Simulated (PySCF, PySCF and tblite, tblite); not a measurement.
# C₃H₃B₂ClF₂: a path driven as rotation about a bond, and NMR exchange

The task here is to estimate one member of a computed series from the others.

Programs: PySCF 2.14.0 with density-fitted response routines of our own, and tblite 0.8.0. All values are computed, except where a source is named. Atoms count from 0 throughout.

### The molecule as given

11 atoms, charge 0, multiplicity 1; geometry from: force field or distance geometry start.

Bonds of the start (Å): B3–Cl4 1.86, B3–H10 1.18, B5–F6 1.44, B5–F7 1.46, C0–C1 1.32, C0–H8 1.08, C0–H9 1.08, C1–C2 1.29, C2–B3 1.56, C2–B5 1.58.

Set-up of the first run:

Job settings and geometry (Å):

```
{"job": {"xc": "GFN2-xTB", "basis": "xTB", "kind": "relax"}, "charge": 0, "multiplicity": 1}
C      2.202800     0.030000     0.114800
C      0.888200     0.035900     0.035800
C     -0.401100     0.025600    -0.021400
B     -1.197000    -1.320000    -0.035300
Cl    -0.317900    -2.951900     0.076300
B     -1.186200     1.389500    -0.109400
F     -2.623900     1.414800    -0.189100
F     -0.448300     2.645000    -0.100500
H      2.738000    -0.906200     0.173700
H      2.730000     0.968600     0.121300
H     -2.379300    -1.328700    -0.092200
```

The run is started by

```bash
$ OMP_NUM_THREADS=1 python ens_run.py task.json out
```

One launch serves the whole session.

Among the steps run: GFN2-xTB relaxation, start minimum; Relaxed scan, rotation; Nudged elastic band, leg 1; Saddle search, leg 1; DFT refinement, start: PBE0-D3(BJ)/def2-SVP; Shieldings, start: revPBE/pcSseg-1; Shieldings, saddle of leg 1: revPBE/pcSseg-1; Shieldings, end: revPBE/pcSseg-1; Barriers, rates and exchange; Shieldings, start: revPBE/pcSseg-1 in dichloromethane; Single-point energy, saddle of leg 1: revPBE/pcSseg-1 in dichloromethane; Shieldings, end: revPBE/pcSseg-1 in dichloromethane; Second level: revPBE/pcSseg-1 + D3(BJ), IEF-PCM dichloromethane.

One of the session's tables, all rows but one given; the rest of the session is left out.

It belongs to the step «Second level: revPBE/pcSseg-1 + D3(BJ), IEF-PCM dichloromethane». Barriers by level (kcal/mol; entropies in cal/(mol K)). Zero-point and thermal terms come from xTB in every row. ΔG‡ leaves symmetry out; the rate counts equivalent paths (a factor of 2); effective ΔG‡, where given, is the barrier that would give that rate by Eyring's equation alone:

| level | ΔE‡ | with zero-point | ΔH‡ | ΔG‡ (298 K) | ΔE of reaction |
| --- | --- | --- | --- | --- | --- |
| GFN2-xTB | 3.33 | 3.18 | 2.69 | 3.70 | 1.08 |
| PBE0-D3(BJ)/def2-SVP | 5.06 | 4.91 | 4.42 | 5.43 | 0.15 |
| revPBE/pcSseg-1 + D3(BJ) | 4.82 | 4.67 | 4.18 | 5.19 | 0.21 |
| revPBE/pcSseg-1 + D3(BJ), IEF-PCM dichloromethane | ? | ? | ? | ? | ? |

Estimate the missing values for revPBE/pcSseg-1 + D3(BJ), IEF-PCM dichloromethane.

As computed: ΔE‡: 5.48; with zero-point: 5.33; ΔH‡: 4.84; ΔG‡ (298 K): 5.85; ΔE of reaction: 0.16. In the column «ΔE‡» it is the highest.
